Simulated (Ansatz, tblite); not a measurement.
# The cluster H3Au3+: rung by rung

One table from this session's results is given with a row withheld; the runs are named, their logs left out.

The runs use Ansatz 0.2.0, Gaussian basis; as each input shows.

Levels to be run: GFN1-xTB, GFN2-xTB, PBE-D4/def2-TZVP, r2SCAN-D4/def2-TZVP, r2SCAN0-D4/def2-TZVP, BHLYP-D4/def2-TZVP, HF/def2-TZVP, LC-ωPBE/def2-TZVP, revPBE-D4/def2-TZVP, LC-ωPBE(0.10)/def2-TZVP, LC-ωPBE(0.15)/def2-TZVP, LC-ωPBE(0.20)/def2-TZVP, LC-ωPBE(0.30)/def2-TZVP, PBE-D4/def2-SVP, PBE0-D4/def2-SVP, CCSD(T)/def2-SVP, MP2/def2-TZVP, RPA/def2-TZVP.

1 further run of the same task is left out (set aside as unsound or not needed).

### The structure

The geometry is that of the doublet, from an earlier relaxation (PBE0-D4/def2-TZVP). At that level it is the lowest of the isomers that a small search found.

6 atoms, charge 1, spin multiplicity 2.

Bond lengths: Au1–Au2 2.760 Å, Au1–H5 1.585 Å, Au1–H6 1.748 Å, Au2–Au3 2.680 Å, Au2–H4 1.790 Å, Au2–H6 1.701 Å, Au3–H4 1.641 Å. Angles: Au2–Au1–H5 123.3°, Au2–Au1–H6 36.3°, H5–Au1–H6 117.9°, Au1–Au2–Au3 150.2°, Au1–Au2–H4 153.6°, Au1–Au2–H6 37.4°, Au3–Au2–H4 36.7°, Au3–Au2–H6 162.8°, H4–Au2–H6 149.9°, Au2–Au3–H4 40.7°, Au2–H4–Au3 102.7°, Au1–H6–Au2 106.3°.

Geometry (Å):

| atom | x (Å) | y (Å) | z (Å) |
| --- | --- | --- | --- |
| Au1 | 1.2354 | -1.3282 | 1.1328 |
| Au2 | -0.2680 | 0.2250 | -0.5833 |
| Au3 | -1.2964 | 2.6026 | -1.2699 |
| H4 | -0.4778 | 1.3563 | -1.9539 |
| H5 | 0.9030 | -1.4923 | 2.6739 |
| H6 | -0.0961 | -1.3633 | 0.0003 |

Au takes a core potential in the def2 sets. No spin-orbit coupling is included. The ion is computed in the gas phase, without counter-ions or solvent.

PBE0-D4/def2-TZVP was run before; its log isn't repeated, and its numbers join the tables.

The first run:

Tight binding, by tblite at 300 K electronic temperature and without a spin-polarisation term:

```python
tblite.interface.Calculator('GFN1-xTB', numbers, positions, charge=1, uhf=1).singlepoint()
```

Tight binding, by tblite at 300 K electronic temperature and without a spin-polarisation term:

```python
tblite.interface.Calculator('GFN2-xTB', numbers, positions, charge=1, uhf=1).singlepoint()
```

start.molden holds the orbitals of an earlier run on this state, given as this run's starting guess.

File in.yaml:

```yaml
crystal:
  periodic: [false, false, false]
  atoms:
    - {symbol: Au, position_ang: [1.235416, -1.328195, 1.132850]}
    - {symbol: Au, position_ang: [-0.268004, 0.224961, -0.583277]}
    - {symbol: Au, position_ang: [-1.296441, 2.602589, -1.269903]}
    - {symbol: H, position_ang: [-0.477818, 1.356255, -1.953898]}
    - {symbol: H, position_ang: [0.902987, -1.492349, 2.673949]}
    - {symbol: H, position_ang: [-0.096139, -1.363271, 0.000280]}
basis:
  gaussian: {orbitals: def2-TZVP, initial_orbitals: start.molden}
total_charge: 1
magnetization: {spin_polarized: true, initial_magnetization: 1}
hamiltonian: {xc: pbe, dispersion: d4}
scf: {omitted_lower_state_checks: [starts]}
output: {forces: true, orbitals: {seedname: orbitals}}
```

On the command line:

```bash
$ ansatz run in.yaml --threads 4 --pin off --events-out ev --progress --plain --max-ram 3916MiB
```

Steps of the session up to this table: PBE-D4/def2-TZVP; r2SCAN-D4/def2-TZVP; r2SCAN0-D4/def2-TZVP; BHLYP-D4/def2-TZVP; HF/def2-TZVP; LC-ωPBE/def2-TZVP; revPBE-D4/def2-TZVP; LC-ωPBE(0.10)/def2-TZVP; LC-ωPBE(0.15)/def2-TZVP; LC-ωPBE(0.20)/def2-TZVP; LC-ωPBE(0.30)/def2-TZVP; PBE-D4/def2-SVP; PBE0-D4/def2-SVP; CCSD(T)/def2-SVP; MP2/def2-TZVP; RPA/def2-TZVP.

One of the session's tables, all rows but one given; the rest of the session is left out.

```
                  level  HOMO (eV)  LUMO (eV)  gap (eV)
           HF/def2-TZVP     -14.40      -5.16      9.24
        PBE-D4/def2-SVP     -10.88     -10.29      0.59
       PBE-D4/def2-TZVP     -10.91     -10.31      0.61
    revPBE-D4/def2-TZVP     -10.83     -10.20      0.63
    r2SCAN-D4/def2-TZVP     -11.14     -10.11      1.03
       PBE0-D4/def2-SVP     -11.85      -9.29      2.56
      PBE0-D4/def2-TZVP     -11.90      -9.28      2.62
   r2SCAN0-D4/def2-TZVP     -12.12      -9.16      2.96
     BHLYP-D4/def2-TZVP     -12.85      -8.22      4.63
      LC-ωPBE/def2-TZVP     -14.36      -6.87      7.49
LC-ωPBE(0.10)/def2-TZVP     -12.31      -8.94      3.37
LC-ωPBE(0.15)/def2-TZVP          ?          ?         ?
LC-ωPBE(0.20)/def2-TZVP     -13.28      -7.96      5.32
LC-ωPBE(0.30)/def2-TZVP     -13.93      -7.30      6.63
```

Estimate the missing values for LC-ωPBE(0.15)/def2-TZVP.

As computed: HOMO (eV): -12.84; LUMO (eV): -8.40; gap (eV): 4.44. In the column «HOMO (eV)» it lies between BHLYP-D4/def2-TZVP (-12.85) and LC-ωPBE(0.10)/def2-TZVP (-12.31).
